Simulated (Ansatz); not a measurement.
**F2GeH2O: how energies converge with the basis set**

An exercise on one series of results from a longer session: the logs are not shown, and one member is left open.

Method: one geometry, several basis sets; program: Ansatz 0.2.0, Gaussian basis.

Levels to be run: PBE0-D4/def2-SVP; ωB97M-V/def2-SVP; PBE0-D4/def2-QZVPP; ωB97M-V/def2-QZVPP; the functionals' def2-TZVPP values are taken from earlier runs.

**Structure used throughout**

An earlier PBE0-D4 in a triple-zeta def2 set relaxation fixed the geometry.

SMILES `[OH][GeH]([F])[F]`, 6 atoms, charge 0, spin multiplicity 1.

Atoms are counted from 1 here; the program's logs count them from 0.

Bond lengths: O1–Ge2 1.742 Å, O1–H5 0.961 Å, Ge2–F3 1.720 Å, Ge2–F4 1.720 Å, Ge2–H6 1.516 Å. Angles: Ge2–O1–H5 114.0°, O1–Ge2–F3 109.3°, O1–Ge2–F4 109.3°, O1–Ge2–H6 111.4°, F3–Ge2–F4 103.5°, F3–Ge2–H6 111.5°, F4–Ge2–H6 111.5°.

Geometry (Å):

```
atom    x (Å)    y (Å)    z (Å)
  O1   0.0864   1.0490  -0.9099
 Ge2   0.0759  -0.1023   0.3968
  F3   1.0428  -1.4591  -0.0315
  F4  -1.5023  -0.7681   0.5564
  H5  -0.2077   0.6880  -1.7510
  H6   0.5468   0.5284   1.6929
```

Set-up of the first run:

File in.yaml:

```yaml
crystal:
  periodic: [false, false, false]
  atoms:
    - {symbol: O, position_ang: [0.086389, 1.048992, -0.909910]}
    - {symbol: Ge, position_ang: [0.075943, -0.102265, 0.396820]}
    - {symbol: F, position_ang: [1.042831, -1.459139, -0.031509]}
    - {symbol: F, position_ang: [-1.502253, -0.768064, 0.556448]}
    - {symbol: H, position_ang: [-0.207652, 0.688041, -1.750968]}
    - {symbol: H, position_ang: [0.546843, 0.528434, 1.692919]}
basis:
  gaussian: {orbitals: def2-SVP}
hamiltonian: {xc: pbe0, dispersion: d4}
output: {orbitals: {seedname: orbitals}}
```

Steps of the session up to this table: PBE0-D4 in def2-SVP; ωB97M-V in def2-SVP; PBE0-D4 in def2-QZVPP; ωB97M-V in def2-QZVPP.

One table of the session follows, with a row left open; its other results are not shown here.

It belongs to the step «Functionals by basis». 

```
functional       basis  HOMO (eV)  LUMO (eV)
   PBE0-D4    def2-SVP      -9.85       0.15
   PBE0-D4  def2-TZVPP          ?          ?
   PBE0-D4  def2-QZVPP     -10.12      -0.34
   ωB97M-V    def2-SVP     -12.32       2.15
   ωB97M-V  def2-TZVPP     -12.56       1.68
   ωB97M-V  def2-QZVPP     -12.63       1.32
```

Q: Estimate the row for PBE0-D4, def2-TZVPP from the others.

**Answer.** HOMO (eV): -10.06; LUMO (eV): -0.15. In the column «HOMO (eV)» it lies between PBE0-D4, def2-QZVPP (-10.12) and PBE0-D4, def2-SVP (-9.85).
